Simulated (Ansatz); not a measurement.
# C2H4AlCl: the cost of one run

All numbers are computed with Ansatz 0.2.0 through its Python package. The levels of theory stand in the script.

### 1 The structure

Bond lengths: Al1–C2 1.922 Å, C2–C3 1.331 Å, C3–Cl4 1.776 Å, Al1–H5 1.629 Å, Al1–H6 1.633 Å, C2–H7 1.098 Å, C3–H8 1.058 Å. Angles: Al1–C2–C3 121.2°, Al1–C2–H7 117.8°, C3–C2–H7 121.0°, C2–Al1–H5 121.3°, C2–Al1–H6 121.8°, H5–Al1–H6 116.8°, C2–C3–Cl4 118.3°, C2–C3–H8 120.3°, Cl4–C3–H8 120.8°.

The script holds or builds the structure itself.

### 2 The code

Input file run_methods.py:

```python
"""C2H4AlCl at several levels of theory."""

from pathlib import Path

import ansatz
import numpy as np

geometry_ang = [
    ("Al", [-0.118, 1.501, -0.1941]),
    ("C", [0.3118, -0.3605, -0.4066]),
    ("C", [-0.1153, -1.2702, 0.4665]),
    ("Cl", [0.4361, -2.9473, 0.2723]),
    ("H", [0.3304, 2.6047, -1.3047]),
    ("H", [-1.0511, 2.0327, 1.0361]),
    ("H", [0.9444, -0.6457, -1.257]),
    ("H", [-0.6463, -0.9718, 1.3316]),
]
molecule = ansatz.Crystal.molecule()
for symbol, xyz in geometry_ang:
    molecule = molecule.atom(symbol, xyz)

base = (
    molecule.calculation()
    .basis(gaussian="def2-SVP")
    .scf(lower_state_search="standard")
)

print("functional    E (Ha)        dipole (D)   HOMO (eV)  LUMO (eV)")
for name in ["pbe0", "hf", "lc_wpbe", "blyp", "hse06", "r2scan0"]:
    r = base.functional(name).forces().orbitals().run(threads=1, runs_dir="runs").report
    lines = Path(r["orbitals_path"]).read_text().splitlines()
    field_of = lambda key: [line.split("=")[1].strip() for line in lines if line.startswith(key)]
    orbitals = [(27.211386 * float(e), s, float(n)) for e, s, n in zip(field_of("Ene="), field_of("Spin="), field_of("Occup="))]
    homo = max(e for e, _, n in orbitals if n > 0.5)
    lumo = min(e for e, _, n in orbitals if n < 0.5)
    dipole = 4.803205 * np.linalg.norm(r["charge_distribution"]["dipole_moment_e_ang"])
    print(f"{name:10s} {r['free_energy_ev'] / 27.211386246:14.6f} {dipole:9.3f} {homo:11.3f} {lumo:10.3f}")
```

### 3 The calls as engine input

The package turns the script's settings into the engine's input (first run):

```yaml
crystal:
  periodic: [false, false, false]
  atoms:
    - { symbol: Al, position_ang: [-0.118, 1.501, -0.1941] }
    - { symbol: C, position_ang: [0.3118, -0.3605, -0.4066] }
    - { symbol: C, position_ang: [-0.1153, -1.2702, 0.4665] }
    - { symbol: Cl, position_ang: [0.4361, -2.9473, 0.2723] }
    - { symbol: H, position_ang: [0.3304, 2.6047, -1.3047] }
    - { symbol: H, position_ang: [-1.0511, 2.0327, 1.0361] }
    - { symbol: H, position_ang: [0.9444, -0.6457, -1.257] }
    - { symbol: H, position_ang: [-0.6463, -0.9718, 1.3316] }
basis:
  gaussian:
    orbitals: def2-SVP
hamiltonian:
  xc: pbe0
scf:
  lower_state_search: standard
output:
  orbitals: {}
  forces: true
```

### 4 Launch

Run with:

```sh
python run_methods.py
```

**Question.** How long does this script take on 1 thread of Arm Neoverse V2, shared host, and how much memory does it need?

About 15 s, with a peak of 0.24 GiB.
